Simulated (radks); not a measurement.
# Zr³²⁺ in 1s1 2s2 2p5: an all-electron calculation

One table from this session's results is given with a row withheld; the runs are named, their logs left out.

Program: radks (a radial shooting solver on a logarithmic mesh, Libxc functionals) version 1. Level of theory: scalar-relativistic Kohn-Sham, PBEsol, spin-polarised, spherical densities, finite nucleus; open shells are filled with parallel spins first. These are calculated values, not measurements, unless marked.

## What is computed

| Item | Value |
| --- | --- |
| element | zirconium (Z = 40) |
| charge | +32 |
| electrons | 8 |
| configuration | 1s1 2s2 2p5 |
| nuclear rms radius | 4.2694 fm |

The outer shells:

Zr³²⁺
```
1s [↑ ]
2s [↑↓]
2p [↑↓][↑↓][↑ ]
```

The first run:

Settings of this run:

```text
Z 40
configuration 1s1 2s2 2p5
relativity scalar-relativistic
functional pbe_sol,pbe_sol
spin polarised
nucleus finite rms 4.2694 fm
c 137.035999084
```

Run with:

```sh
python run_ks.py task.json out
```

All runs below come from this command, one after another.

Steps of the session up to this table: Self-consistent calculation.

One of the session's tables, all rows but one given; the rest of the session is left out.

It belongs to the step «Radial structure». Sizes of the orbitals, from the radial functions (bohr):

```
  level      <r>  outermost maximum (interpolated)  90 % within
  1s up  0.03668                            0.0240       0.0656
1s down  0.03686                            0.0241       0.0659
  2s up   0.1549                             0.133        0.238
2s down   0.1555                             0.133        0.239
  2p up        ?                                 ?            ?
2p down   0.1338                             0.105        0.216
```

Estimate the missing values for 2p up.

As computed: <r>: 0.1331; outermost maximum (interpolated): 0.104; 90 % within: 0.215. In the column «<r>» it lies between 1s down (0.03686) and 2p down (0.1338).
